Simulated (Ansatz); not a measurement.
The same calculation of C3H7AsO2, SMILES COC(=O)C[AsH2] as a Python script and as an input file (the Ansatz DFT code, driven from Python).

`c3h7aso2.py`
```python
"""Electronic structure of the C3H7AsO2 molecule."""

import json
import logging
import sys
import warnings

import ansatz as az
import numpy as np
import pandas as pd

logging.basicConfig(stream=sys.stdout, format="[%(levelname)s] %(message)s")
log = logging.getLogger("c3h7aso2")
log.setLevel(logging.INFO)

GEOMETRY = """
C     2.34090    0.58520    0.61090
O     1.02780    0.06690    0.78520
C     0.21760   -0.30670   -0.29070
O     0.62340   -0.17800   -1.47810
C    -1.15960   -0.81660   -0.03000
As   -2.41570    0.69760    0.07400
H     2.30350    1.52390    0.01840
H     2.97860   -0.16140    0.09180
H     2.78110    0.80490    1.60510
H    -1.17810   -1.37100    0.93150
H    -1.47470   -1.50420   -0.84350
H    -2.38770    0.90980   -1.47540
H    -3.65730   -0.25030    0.00080
"""

warnings.simplefilter("ignore", az.DeckWarning)

c3h7aso2 = az.Crystal.molecule()
for line in GEOMETRY.strip().splitlines():
    symbol, *xyz = line.split()
    c3h7aso2 = c3h7aso2.atom(symbol, [float(v) for v in xyz])

setup = c3h7aso2.calculation().basis(gaussian="def2-SVP").functional("r2scan0").forces()
summary = setup.session().plan(threads=1).execute().report

log.info(f"E = {summary['free_energy_ev']:.6f} eV = {summary['free_energy_ev'] / 27.211386246:.7f} Ha")
print("converged:", summary["converged"], " doubts:", summary["published_state_doubts"] or "none")

symbols = [site.symbol for site in c3h7aso2.cartesian_sites]
log.info("forces (eV/A)")
for symbol, f in zip(symbols, summary["forces_ev_ang"]):
    log.info(f"  {symbol:2s} {f[0]:9.4f} {f[1]:9.4f} {f[2]:9.4f}")

charges = summary["charge_distribution"]
table = pd.DataFrame({"atom": symbols, "mulliken": charges["mulliken_charges_e"], "lowdin": charges["lowdin_charges_e"]})
print(table.round(3).to_string())
print("dipole (e A):", np.round(charges["dipole_moment_e_ang"], 4) + 0.0)
with open("c3h7aso2.json", "w") as handle:
    json.dump({k: summary[k] for k in ("free_energy_ev", "reference_energy_ev", "n_occupied", "n_virtual")}, handle, indent=1)
```

```console
$ python c3h7aso2.py
[INFO] E = -68141.551840 eV = -2504.1558421 Ha
converged: True  doubts: none
[INFO] forces (eV/A)
[INFO]   C    -0.0931   -0.0454   -0.8246
[INFO]   O    -2.1263   -0.9137   -0.7184
[INFO]   C     3.5574    1.2484   -3.8445
[INFO]   O    -1.1549   -0.3433    4.3961
[INFO]   C     0.5522   -0.7713    0.9581
[INFO]   As   -0.7949   -0.2224   -0.7749
[INFO]   H     0.1007   -0.4750    0.1662
[INFO]   H    -0.2642    0.4209    0.1268
[INFO]   H    -0.5708   -0.2446   -0.3772
[INFO]   H    -0.1308    0.3576   -0.2985
[INFO]   H     0.4583    0.5097    0.3809
[INFO]   H    -0.0969   -0.0698    0.8140
[INFO]   H     0.5632    0.5488   -0.0038
   atom  mulliken  lowdin
0     C     0.124   0.106
1     O    -0.418   0.016
2     C     0.304  -0.152
3     O    -0.337  -0.051
4     C    -0.237  -0.135
5    As     0.149   0.230
6     H     0.063  -0.007
7     H     0.063  -0.007
8     H     0.068  -0.003
9     H     0.101   0.026
10    H     0.120   0.033
11    H     0.010  -0.023
12    H    -0.011  -0.032
dipole (e A): [-0.0481 -0.0926  0.3331]
```

`input.yaml`:
```yaml
crystal:
  periodic: [false, false, false]
  atoms:
    - { symbol: C, position_ang: [2.3409, 0.5852, 0.6109] }
    - { symbol: O, position_ang: [1.0278, 0.0669, 0.7852] }
    - { symbol: C, position_ang: [0.2176, -0.3067, -0.2907] }
    - { symbol: O, position_ang: [0.6234, -0.178, -1.4781] }
    - { symbol: C, position_ang: [-1.1596, -0.8166, -0.03] }
    - { symbol: As, position_ang: [-2.4157, 0.6976, 0.074] }
    - { symbol: H, position_ang: [2.3035, 1.5239, 0.0184] }
    - { symbol: H, position_ang: [2.9786, -0.1614, 0.0918] }
    - { symbol: H, position_ang: [2.7811, 0.8049, 1.6051] }
    - { symbol: H, position_ang: [-1.1781, -1.371, 0.9315] }
    - { symbol: H, position_ang: [-1.4747, -1.5042, -0.8435] }
    - { symbol: H, position_ang: [-2.3877, 0.9098, -1.4754] }
    - { symbol: H, position_ang: [-3.6573, -0.2503, 0.0008] }
basis:
  gaussian: { orbitals: def2-SVP }
hamiltonian:
  xc: r2scan0
output:
  forces: true
```

Launched from the shell:
```console
$ ansatz run input.yaml --threads 1 --pin off --max-ram 4096MiB --backend cpu --events-out ev --progress --plain --runs-dir out
Engine: ansatz 0.2.0, aarch64-unknown-linux-gnu
Functional definition: r2SCAN0
  parameter a = 0.25
  parameter k0 = 0.174
  parameter k1 = 0.065
  parameter a1 = 4.9479
  exchange = (1 - a)*r2scan_x(k0 = k0, k1 = k1, a1 = a1) + a*exact_x
  correlation = r2scan_c
1380 factors; integrals over basis functions are off by at most 1.2e-3 eV
mean field evaluation 1: about -68135.6809 eV, gradient 5.3e1 eV
mean field evaluation 2: about -68129.6247 eV, gradient 7.8e1 eV
mean field evaluation 4: about -68141.2949 eV, gradient 3.8e0 eV
mean field evaluation 8: about -68141.5515 eV, gradient 3.7e-1 eV
mean field evaluation 16: about -68141.5518 eV, gradient 1.6e-4 eV
mean field -68141.55183163 eV, -2504.1558418096 hartree, gradient 3.2e-5 eV, S^2 0.000000; 0 other end points of the search recorded, 0 dependent functions left out
the calculation of the forces begins
reference -68141.55184007 eV, -2504.1558421197 hartree; 37, 37 occupied and 100, 100 virtual orbitals, 1380 factors
Total energy: -68141.55184007 eV, -2504.1558421197 hartree
Atom 0 at     2.340900     0.585200     0.610900 Å, force    -0.093059    -0.045413    -0.824622 eV/Å
Atom 1 at     1.027800     0.066900     0.785200 Å, force    -2.126251    -0.913692    -0.718443 eV/Å
Atom 2 at     0.217600    -0.306700    -0.290700 Å, force     3.557432     1.248378    -3.844548 eV/Å
Atom 3 at     0.623400    -0.178000    -1.478100 Å, force    -1.154892    -0.343291     4.396140 eV/Å
Atom 4 at    -1.159600    -0.816600    -0.030000 Å, force     0.552183    -0.771253     0.958110 eV/Å
Atom 5 at    -2.415700     0.697600     0.074000 Å, force    -0.794866    -0.222378    -0.774888 eV/Å
Atom 6 at     2.303500     1.523900     0.018400 Å, force     0.100662    -0.474972     0.166151 eV/Å
Atom 7 at     2.978600    -0.161400     0.091800 Å, force    -0.264180     0.420925     0.126782 eV/Å
Atom 8 at     2.781100     0.804900     1.605100 Å, force    -0.570791    -0.244584    -0.377225 eV/Å
Atom 9 at    -1.178100    -1.371000     0.931500 Å, force    -0.130789     0.357592    -0.298539 eV/Å
Atom 10 at    -1.474700    -1.504200    -0.843500 Å, force     0.458282     0.509664     0.380892 eV/Å
Atom 11 at    -2.387700     0.909800    -1.475400 Å, force    -0.096933    -0.069806     0.813958 eV/Å
Atom 12 at    -3.657300    -0.250300     0.000800 Å, force     0.563202     0.548830    -0.003766 eV/Å
Dipole moment:    -0.048100    -0.092611     0.333075 e Å
```

Reading the output:
- The settings weren't tested for convergence.
- The geometry is a force-field or estimated start, not a minimum of this method, and the basis set is short of its limit.
- The Löwdin charges here are taken after orthogonalising the functions within each atom; they differ from plain Löwdin charges, and their signs can be unphysical.
- Wall time of the script: 16 s on 1 thread of Arm Neoverse V1, on a shared host, peak memory 0.47 GiB.

(Lines on the test bed's own set-up are left out of the output.)
